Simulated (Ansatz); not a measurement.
**GaH₂O− (SMILES [O-][GaH2]): one structure at several levels**

How do the functionals fare away from a minimum? The structure is a structure displaced at random from a GFN2-xTB minimum.

Computed with Ansatz 0.2.0, Gaussian basis. Level: single points in def2-TZVPPD.

Cores are frozen in the correlated methods. Filled d shells of the heavier atoms are correlated.

### Step 1. The system as given

SMILES `[O-][GaH2]`, 4 atoms, charge -1, spin multiplicity 1.

Atoms are counted from 1 here; the program's logs count them from 0.

Bond lengths: O1–Ga2 1.664 Å, Ga2–H3 1.617 Å, Ga2–H4 1.549 Å. Angles: O1–Ga2–H3 123.0°, O1–Ga2–H4 126.7°, H3–Ga2–H4 110.3°.

Geometry (Å):

```xyz
4
GaH2O
O    -0.98890   -0.45900    1.33000
Ga   -0.01990   -0.01340    0.05240
H    -0.53460   -0.00310   -1.48040
H     1.43990    0.49900    0.13220
```

### Step 2. CCSD(T)/def2-TZVPPD

File run/in.yaml:

```yaml
crystal:
  periodic: [false, false, false]
  atoms:
    - {symbol: O, position_ang: [-0.988900, -0.459000, 1.330000]}
    - {symbol: Ga, position_ang: [-0.019900, -0.013400, 0.052400]}
    - {symbol: H, position_ang: [-0.534600, -0.003100, -1.480400]}
    - {symbol: H, position_ang: [1.439900, 0.499000, 0.132200]}
basis:
  gaussian: {orbitals: "def2-TZVPPD.json"}
total_charge: -1
correlation: {method: ccsd_t}
output: {forces: true}
```

The basis file named in the input lies beside it (Basis Set Exchange, JSON).

The command line of these runs was not kept.

### Step 3. PBE0-D4/def2-TZVPPD

Edit run/in.yaml of step 2 so:

```diff
@@ -10,3 +10,3 @@
 total_charge: -1
-correlation: {method: ccsd_t}
-output: {forces: true}
+hamiltonian: {xc: pbe0, dispersion: d4}
+output: {forces: true, orbitals: {seedname: orbitals}}
```

### Step 4. wB97M-V/def2-TZVPPD

Edit run/in.yaml of step 3 so:

```diff
@@ -10,3 +10,3 @@
 total_charge: -1
-hamiltonian: {xc: pbe0, dispersion: d4}
-output: {forces: true, orbitals: {seedname: orbitals}}
+hamiltonian: {xc: {name: wB97M-V}}
+output: {forces: true}
```

### Step 5. r2SCAN-D4/def2-TZVPPD

Edit run/in.yaml of step 4 so:

```diff
@@ -10,3 +10,3 @@
 total_charge: -1
-hamiltonian: {xc: {name: wB97M-V}}
+hamiltonian: {xc: r2scan, dispersion: d4}
 output: {forces: true}
```

### Step 6. PBE-D4/def2-TZVPPD

Edit run/in.yaml of step 5 so:

```diff
@@ -10,3 +10,3 @@
 total_charge: -1
-hamiltonian: {xc: r2scan, dispersion: d4}
+hamiltonian: {xc: pbe, dispersion: d4}
 output: {forces: true}
```

### Step 7. SPW92/def2-TZVPPD

Edit run/in.yaml of step 6 so:

```diff
@@ -10,3 +10,3 @@
 total_charge: -1
-hamiltonian: {xc: pbe, dispersion: d4}
+hamiltonian: {xc: lda}
 output: {forces: true}
```

### Step 8. BHLYP-D4/def2-TZVPPD

Edit run/in.yaml of step 7 so:

```diff
@@ -10,3 +10,3 @@
 total_charge: -1
-hamiltonian: {xc: lda}
+hamiltonian: {xc: {name: BHLYP}, dispersion: d4}
 output: {forces: true}
```

(Steps that only read results are left out.)

Before running it: what results should come out? Wanted: RMS force component; RMS force error; HOMO and LUMO, PBE0-D4; T1 diagnostic.

As calculated:

```
              quantity                                                                                          value
   RMS force component                                                           0.625 to 0.948 eV/Å over the methods
       RMS force error  PBE0-D4 0.206, wB97M-V 0.166, r2SCAN-D4 0.152, PBE-D4 0.088, SPW92 0.274, BHLYP-D4 0.302 eV/Å
HOMO and LUMO, PBE0-D4                                                                              -0.65 and 4.17 eV
         T1 diagnostic                                                                                          0.023
```

In words: The forces of PBE-D4 come nearest to CCSD(T), those of BHLYP-D4 are farthest. Frozen-core CCSD(T) forces in triple zeta carry basis errors of their own, and this is one geometry, so small gaps rank nothing.
